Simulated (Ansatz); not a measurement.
# FGeH4Si: rigid scan of one bond length in Python

All numbers are computed with the Python package of Ansatz 0.2.0. Level of theory: Hartree-Fock/def2-SVP.

### Step 1. The structure

Bond lengths: F1–Ge2 1.715 Å, Ge2–Si3 2.310 Å, Ge2–H4 1.548 Å, Si3–H5 1.447 Å, Si3–H6 1.488 Å, Si3–H7 1.519 Å. Angles: F1–Ge2–Si3 110.3°, F1–Ge2–H4 112.7°, Si3–Ge2–H4 107.8°, Ge2–Si3–H5 110.6°, Ge2–Si3–H6 109.9°, Ge2–Si3–H7 108.9°, H5–Si3–H6 110.7°, H5–Si3–H7 109.7°, H6–Si3–H7 106.9°.

The script holds or builds the structure itself.

### Step 2. The script

scan_fgeh4si.py reads:

```python
# -*- coding: utf-8 -*-
"""Stretching a bond of FGeH4Si, the rest held rigid."""

import ansatz as az
import matplotlib.pyplot as plt
import numpy as np

GEOMETRY = """
F    -1.79970   -1.44650    0.93290
Ge   -0.23460   -1.36270    0.23750
Si    0.42520    0.84020    0.01350
H    -0.16810   -2.02070   -1.16210
H    -0.46740    1.55120   -0.87580
H     0.46740    1.49370    1.35020
H     1.83840    0.87700   -0.54190
"""

system = az.Crystal.molecule()
for line in GEOMETRY.strip().splitlines():
    symbol, *xyz = line.split()
    system = system.atom(symbol, [float(v) for v in xyz])

symbols = [site.symbol for site in system.cartesian_sites]
start = np.array([site.position_ang for site in system.cartesian_sites])
axis = (start[3] - start[1]) / np.linalg.norm(start[3] - start[1])
moving = [3]
lengths, energies = [1.32, 1.42, 1.55, 1.7, 1.93, 2.32, 2.79, 3.41], []
for length in lengths:
    xyz = start.copy()
    xyz[moving] += (length - np.linalg.norm(start[3] - start[1])) * axis
    point = az.Crystal.molecule()
    for symbol, xyz in zip(symbols, xyz):
        point = point.atom(symbol, xyz.tolist())
    job = (
        point.calculation()
        .basis(gaussian="def2-SVP")
        .functional("hf")
        .spin("collinear", total=1)
    )
    report = job.run(threads=1, pin="off").report
    energies.append(report["free_energy_ev"])
    print(f"r = {length:6.3f} A  E = {energies[-1]:.5f} eV  <S^2> = {abs(report['mean_field']['state']['spin_squared']):.3f}")

print("energy above the lowest point (eV):", [round(e - min(energies), 3) for e in energies])
plt.figure(figsize=(4.5, 3))
plt.plot(lengths, np.array(energies) - min(energies), "o-")
plt.xlabel("bond length (A)")
plt.ylabel("E - E(min) (eV)")
plt.tight_layout()
plt.savefig("scan.png", dpi=100)
```

### Step 3. The calls as engine input

The package turns the script's settings into the engine's input (first run):

```yaml
crystal:
  periodic: [false, false, false]
  atoms:
    - { symbol: F, position_ang: [-1.7997, -1.4465, 0.9329] }
    - { symbol: Ge, position_ang: [-0.2346, -1.3627, 0.2375] }
    - { symbol: Si, position_ang: [0.4252, 0.8402, 0.0135] }
    - { symbol: H, position_ang: [-0.1778941288788787, -1.9237896721458319, -0.9559667251296443] }
    - { symbol: H, position_ang: [-0.4674, 1.5512, -0.8758] }
    - { symbol: H, position_ang: [0.4674, 1.4937, 1.3502] }
    - { symbol: H, position_ang: [1.8384, 0.877, -0.5419] }
basis:
  gaussian:
    orbitals: def2-SVP
hamiltonian:
  xc: hf
magnetization:
  spin_polarized: true
  initial_magnetization: 1.0
```

### Step 4. The run

Run with:

```console
$ python scan_fgeh4si.py
```

Q: Estimate wall time and peak memory on 1 thread of Arm Neoverse V2, shared host.

About 21 s, with a peak of 0.3 GiB.
